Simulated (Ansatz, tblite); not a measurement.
# Al(H2S)F3 (AlF₃H₂S): one state, many levels

The task here is to estimate one member of a computed series from the others.

Method: as each input shows; program: Ansatz 0.2.0, Gaussian basis.

Plan: GFN1-xTB, GFN2-xTB, PBE-D4/def2-TZVP, r2SCAN-D4/def2-TZVP, HF/def2-TZVP, B2PLYP/def2-TZVP, B3LYP-D4/def2-TZVP, LC-ωPBE/def2-TZVP, ωB97M-V/def2-TZVP, LDA/def2-TZVP, BLYP-D4/def2-TZVP, PBE-D4/def2-SVP, PBE0-D4/def2-SVP, HF/6-31G, B3LYP-D4/6-31G, PBE0-D4/def2-TZVPD, PBE-D4/def2-TZVPD, r2SCAN-D4/def2-TZVPD, CCSD(T)/def2-TZVPP, MP2/def2-TZVP, RPA/def2-TZVP.

## The structure

The geometry is that of the singlet, from an earlier relaxation (PBE-D4/def2-SVP).

7 atoms, charge 0, spin multiplicity 1.

Bond lengths: Al1–S2 2.505 Å, Al1–F5 1.673 Å, Al1–F6 1.677 Å, Al1–F7 1.673 Å, S2–H3 1.365 Å, S2–H4 1.365 Å. Angles: S2–Al1–F5 99.2°, S2–Al1–F6 96.8°, S2–Al1–F7 99.1°, F5–Al1–F6 117.1°, F5–Al1–F7 119.6°, F6–Al1–F7 117.0°, Al1–S2–H3 93.7°, Al1–S2–H4 93.7°, H3–S2–H4 92.0°.

Coordinates:

```xyz
7
charge 0, multiplicity 1
Al    0.1364   -0.2335   -0.9964
S     0.1512   -0.2514    1.5081
H     0.5169    1.0602    1.6030
H    -1.1740    0.0605    1.6060
F     1.7858   -0.1981   -1.2743
F    -0.6990    1.2088   -1.1791
F    -0.7173   -1.6465   -1.2673
```

PBE0-D4/def2-TZVP was run before; its log isn't repeated, and its numbers join the tables.

The first run:

Tight binding, by tblite at 300 K electronic temperature and without a spin-polarisation term:

```python
tblite.interface.Calculator('GFN1-xTB', numbers, positions, charge=0, uhf=0).singlepoint()
```

Tight binding, by tblite at 300 K electronic temperature and without a spin-polarisation term:

```python
tblite.interface.Calculator('GFN2-xTB', numbers, positions, charge=0, uhf=0).singlepoint()
```

start.molden holds the orbitals of an earlier run on this state, given as this run's starting guess.

in.yaml

```yaml
crystal:
  periodic: [false, false, false]
  atoms:
    - {symbol: Al, position_ang: [0.136415, -0.233492, -0.996358]}
    - {symbol: S, position_ang: [0.151250, -0.251414, 1.508065]}
    - {symbol: H, position_ang: [0.516887, 1.060232, 1.603033]}
    - {symbol: H, position_ang: [-1.173965, 0.060527, 1.606011]}
    - {symbol: F, position_ang: [1.785752, -0.198127, -1.274315]}
    - {symbol: F, position_ang: [-0.698992, 1.208785, -1.179112]}
    - {symbol: F, position_ang: [-0.717347, -1.646512, -1.267334]}
basis:
  gaussian: {orbitals: def2-TZVP, initial_orbitals: start.molden}
hamiltonian: {xc: pbe, dispersion: d4}
scf: {omitted_lower_state_checks: [starts]}
output: {orbitals: {seedname: orbitals}}
```

Command:

```
> ansatz run in.yaml --threads 2 --pin off --events-out ev --progress --plain --max-ram 32768MiB --backend cpu
```

Among the steps run: PBE-D4/def2-TZVP; r2SCAN-D4/def2-TZVP; HF/def2-TZVP; B2PLYP/def2-TZVP; B3LYP-D4/def2-TZVP; LC-ωPBE/def2-TZVP; ωB97M-V/def2-TZVP; LDA/def2-TZVP; BLYP-D4/def2-TZVP; PBE-D4/def2-SVP; PBE0-D4/def2-SVP; HF/6-31G; B3LYP-D4/6-31G; PBE0-D4/def2-TZVPD; PBE-D4/def2-TZVPD; r2SCAN-D4/def2-TZVPD; CCSD(T)/def2-TZVPP; MP2/def2-TZVP; RPA/def2-TZVP.

One table of the session follows, with a row left open; its other results are not shown here.

| level | HOMO (eV) | gap (eV) |
| --- | --- | --- |
| HF/6-31G | -13.71 | 16.16 |
| HF/def2-TZVP | -13.30 | 15.60 |
| LDA/def2-TZVP | -8.64 | 6.33 |
| PBE-D4/def2-SVP | -8.11 | 6.32 |
| PBE-D4/def2-TZVP | ? | ? |
| PBE-D4/def2-TZVPD | -8.54 | 6.27 |
| BLYP-D4/def2-TZVP | -8.35 | 6.22 |
| r2SCAN-D4/def2-TZVP | -8.85 | 6.92 |
| r2SCAN-D4/def2-TZVPD | -8.89 | 6.92 |
| B3LYP-D4/6-31G | -9.81 | 8.65 |
| B3LYP-D4/def2-TZVP | -9.72 | 8.24 |
| PBE0-D4/def2-SVP | -9.89 | 9.10 |
| PBE0-D4/def2-TZVP | -9.99 | 8.79 |
| PBE0-D4/def2-TZVPD | -10.03 | 8.76 |
| LC-ωPBE/def2-TZVP | -12.75 | 13.99 |
| ωB97M-V/def2-TZVP | -12.20 | 13.10 |

Q: Estimate the row for PBE-D4/def2-TZVP from the others.

As computed: HOMO (eV): -8.47; gap (eV): 6.26. In the column «HOMO (eV)» it lies between PBE-D4/def2-TZVPD (-8.54) and BLYP-D4/def2-TZVP (-8.35).
